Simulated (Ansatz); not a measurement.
# SiNH6 radical (built from SMILES N[SiH3].[H]): a reaction path by the nudged elastic band

Aim: the minimum-energy path between two given structures and its highest point. Both ends were relaxed at PBE0-D4 in triple zeta. A second band with other settings follows.

Program: Ansatz 0.2.0, Gaussian basis. Level of theory: PBE0-D4/def2-SVP, unrestricted. These are calculated values, not measurements.

20 further runs of the same task are left out: 20 set aside as unsound or not needed.

**1. The starting structure**

The first end: 8 atoms, charge 0, spin multiplicity 2.

Atoms are counted from 1 here; the program's logs count them from 0.

Bond lengths: H1–N2 1.007 Å, N2–Si3 1.720 Å, N2–H5 1.007 Å, Si3–H6 1.494 Å, Si3–H7 1.486 Å, Si3–H8 1.486 Å. Angles: H1–N2–Si3 119.5°, H1–N2–H5 110.7°, Si3–N2–H5 119.5°, N2–Si3–H6 116.0°, N2–Si3–H7 107.8°, N2–Si3–H8 108.0°, H6–Si3–H7 107.3°, H6–Si3–H8 107.3°, H7–Si3–H8 110.5°.

As a file:

```xyz
8
H6NSi
H     0.9456   -0.6932    1.1052
N     0.9738    0.1611    0.5722
Si   -0.1768    0.4173   -0.6808
H    -1.4786   -2.2978    1.0909
H     1.2531    0.9341    1.1545
H    -1.5831    0.6612   -0.2389
H     0.2555    1.6080   -1.4574
H    -0.1895   -0.7908   -1.5457
```

The second end:

```xyz
8
charge 0, multiplicity 2
H     0.0898   -2.2497    1.5278
N     0.3643    0.2679    0.6179
Si   -0.1953    0.8556   -0.9361
H    -0.0028   -2.9588    1.7490
H     0.8179    1.0012    1.1677
H    -1.2266    1.9114   -0.7223
H     0.9381    1.4422   -1.7072
H    -0.7853   -0.2699   -1.6968
```

**2. The band at PBE0-D4/def2-SVP**

The input, neb/in.yaml:

```yaml
crystal:
  periodic: [false, false, false]
  atoms:
    - {symbol: H, position_ang: [0.945606, -0.693227, 1.105243]}
    - {symbol: N, position_ang: [0.973777, 0.161078, 0.572213]}
    - {symbol: Si, position_ang: [-0.176810, 0.417266, -0.680821]}
    - {symbol: H, position_ang: [-1.478620, -2.297776, 1.090859]}
    - {symbol: H, position_ang: [1.253149, 0.934140, 1.154522]}
    - {symbol: H, position_ang: [-1.583110, 0.661239, -0.238931]}
    - {symbol: H, position_ang: [0.255498, 1.607961, -1.457414]}
    - {symbol: H, position_ang: [-0.189488, -0.790780, -1.545672]}
basis:
  gaussian: {orbitals: def2-SVP}
magnetization: {spin_polarized: true, initial_magnetization: 1}
hamiltonian: {xc: pbe0, dispersion: d4}
neb:
  images: 5
  climbing: true
  max_iterations: 40
  initial_path: idpp
  final_atoms:
    - {symbol: H, position_ang: [0.089759, -2.249702, 1.527810]}
    - {symbol: N, position_ang: [0.364274, 0.267867, 0.617903]}
    - {symbol: Si, position_ang: [-0.195349, 0.855602, -0.936101]}
    - {symbol: H, position_ang: [-0.002815, -2.958794, 1.749029]}
    - {symbol: H, position_ang: [0.817908, 1.001217, 1.167658]}
    - {symbol: H, position_ang: [-1.226606, 1.911428, -0.722268]}
    - {symbol: H, position_ang: [0.938137, 1.442170, -1.707212]}
    - {symbol: H, position_ang: [-0.785308, -0.269887, -1.696819]}
```

Started as:

```sh
ansatz run in.yaml --threads 2 --pin off --events-out ev --progress --plain --max-ram 4352MiB
```

**3. The band at BHLYP-D4/def2-SVP, other settings**

neb/in.yaml: that of step 2 with these lines changed.

```diff
@@ -14,6 +14,6 @@
 magnetization: {spin_polarized: true, initial_magnetization: 1}
-hamiltonian: {xc: pbe0, dispersion: d4}
+hamiltonian: {xc: {name: BHLYP}, dispersion: d4}
 neb:
   images: 5
-  climbing: true
+  climbing: immediate
   max_iterations: 40
```

What does the calculation give? Wanted: from earlier runs: barrier over the separately found saddle, CCSD(T)/def2-TZVPP.

The runs gave:

| quantity | value |
| --- | --- |
| PBE0-D4/def2-SVP, 18 iterations | highest 58.7 kJ/mol (image 3), last end +42.0 kJ/mol |
| BHLYP-D4/def2-SVP, 12 iterations | highest 61.9 kJ/mol (image 3), last end +22.8 kJ/mol |
| from earlier runs: barrier over the separately found saddle, CCSD(T)/def2-TZVPP | 71.2 kJ/mol |

The highest image lies 58.7 kJ/mol above the first end, and it climbed, so it estimates the saddle. The ends are not quite minima at this level (largest force component 0.54 eV/Å), so the heights are unreliable: relaxing the first end would lower it and raise the barrier above it. The highest image is 12.5 kJ/mol below the CCSD(T) barrier in triple zeta, which comes from separate runs on the saddle. The second band's highest image lies at 61.9 kJ/mol; the levels differ.
